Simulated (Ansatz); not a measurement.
C2H7B2F, SMILES BC(B)(C)F, a geometry optimisation

Computed with the Ansatz DFT code, driven from Python.

The cells in order, each with its output:

**Cell 1**
```python
import itertools
import warnings

import ansatz as az
from ase.data import atomic_numbers, covalent_radii
import numpy as np
```

**Cell 2**
```python
GEOMETRY = """
B    -1.32300    0.69360   -0.18960
C     0.14340    0.35240    0.10580
B     0.17320   -0.45600    1.46410
C     0.82140   -0.46280   -1.03640
F     0.87700    1.51590    0.23020
H    -1.97670    1.43050    0.55470
H    -1.86730    0.38960   -1.19810
H    -0.30060   -1.48480    1.57010
H     0.80190   -0.00540    2.44560
H     0.18710   -1.42100   -1.15570
H     1.79860   -0.71930   -0.79120
H     0.74200    0.11200   -1.96550
"""

warnings.simplefilter("ignore", az.DeckWarning)

molecule = az.Crystal.molecule()
for line in GEOMETRY.strip().splitlines():
    symbol, *xyz = line.split()
    molecule = molecule.atom(symbol, [float(v) for v in xyz])
```

**Cell 3**
```python
calc = molecule.calculation()
calc = calc.basis(gaussian="def2-SVP")
calc = calc.functional("cam_b3lyp")
symbols = [site.symbol for site in molecule.cartesian_sites]
start = np.array([site.position_ang for site in molecule.cartesian_sites], dtype=float)
r = calc.relax(force_tolerance=0.02).run().report
end = np.array(r["positions_ang"])
```

**Cell 4**
```python
print(f"E = {r['free_energy_ev']:.6f} eV = {r['free_energy_ev'] / 27.211386246:.7f} Ha")
print("converged:", r["converged"], " doubts:", r["published_state_doubts"] or "none")
```
Output:
```text
E = -6248.275369 eV = -229.6198846 Ha
converged: True  doubts: none
```

**Cell 5**
```python
# pairs closer than 1.2 times the sum of covalent radii, before or after
radius = [covalent_radii[atomic_numbers[s]] for s in symbols]
span = lambda where, i, j: np.linalg.norm(where[i] - where[j])
bonded = [(i, j) for i, j in itertools.combinations(range(len(symbols)), 2) if min(span(start, i, j), span(end, i, j)) < 1.2 * (radius[i] + radius[j])]
print("pair        before    after (A)")
for i, j in bonded:
    print(f"{symbols[i]}{i}-{symbols[j]}{j}".ljust(10), f"{span(start, i, j):8.4f} {span(end, i, j):8.4f}")
with open("c2h7b2f_opt.xyz", "w") as handle:
    handle.write(f"{len(symbols)}\nrelaxed C2H7B2F\n")
    handle.writelines(f"{s:2s} {x:11.6f} {y:11.6f} {z:11.6f}\n" for s, (x, y, z) in zip(symbols, end))
```
Output:
```text
pair        before    after (A)
B0-C1        1.5343   1.5542
B0-H5        1.2346   1.2028
B0-H6        1.1856   1.2041
C1-B2        1.5809   1.5626
C1-C3        1.5585   1.5507
C1-F4        1.3811   1.4019
B2-H7        1.1376   1.2036
B2-H8        1.2497   1.2024
C3-H9        1.1553   1.0975
C3-H10       1.0396   1.1004
C3-H11       1.0954   1.0994
```

`c2h7b2f_opt.xyz`, as written:
```text
12
relaxed C2H7B2F
B    -1.365552    0.735913   -0.173138
C     0.119094    0.403775    0.144921
B     0.179895   -0.523839    1.400942
C     0.792963   -0.402328   -0.995602
F     0.884729    1.562476    0.336359
H    -1.777682    1.858135   -0.040517
H    -2.105376   -0.146601   -0.524795
H    -0.406081   -1.575145    1.398501
H     0.847943   -0.197365    2.345892
H     0.220614   -1.303242   -1.251248
H     1.815438   -0.698521   -0.716800
H     0.871016    0.231441   -1.890514
```

Notes:
- Total energies depend on the basis set; only differences at equal settings carry meaning.
- The end point is the stationary point reached from this start; no frequency run checks that it is a minimum, and the basis set is modest.
- Finished in 54 s on 1 thread of Arm Neoverse V2, with other jobs on the host, peak memory 0.34 GiB.
